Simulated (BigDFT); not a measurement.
Molecule: AlSH3, in a box.

```
CELL_PARAMETERS angstrom
13.00000 0.00000 0.00000
0.00000 11.00000 0.00000
0.00000 0.00000 12.00000
ATOMIC_POSITIONS crystal
Al 0.45445 0.49399 0.50685
S 0.58870 0.46863 0.61338
H 0.34941 0.44072 0.55125
H 0.46792 0.56310 0.39229
H 0.65259 0.52599 0.54274
```

Base run:

```yaml
Program: BigDFT 1.9.6
Functional: PBE
Potentials_or_basis: GTH-PBE (Al q3, H q1, S q6)
Grid_spacing: 0.28 bohr
Occupations: fixed
Spin: no spin polarisation
```

Its results: gap between the frontier levels 4.48 eV; largest force 0.207 eV/Å.

**Question.** The run is repeated on the same cell with these changes: electric field from -0.005 Ha/(e bohr) along y to -0.01 Ha/(e bohr) along y. What comes out?

**Answer.** Gap between the frontier levels 4.37 eV; largest force 0.375 eV/Å.

Caveats: Davidson's empty levels didn't converge: the lowest is mostly good, higher ones can be missed; boundaries are free: the box only frames the coordinates, and the band gap is the HOMO-LUMO gap; an electric field is on.

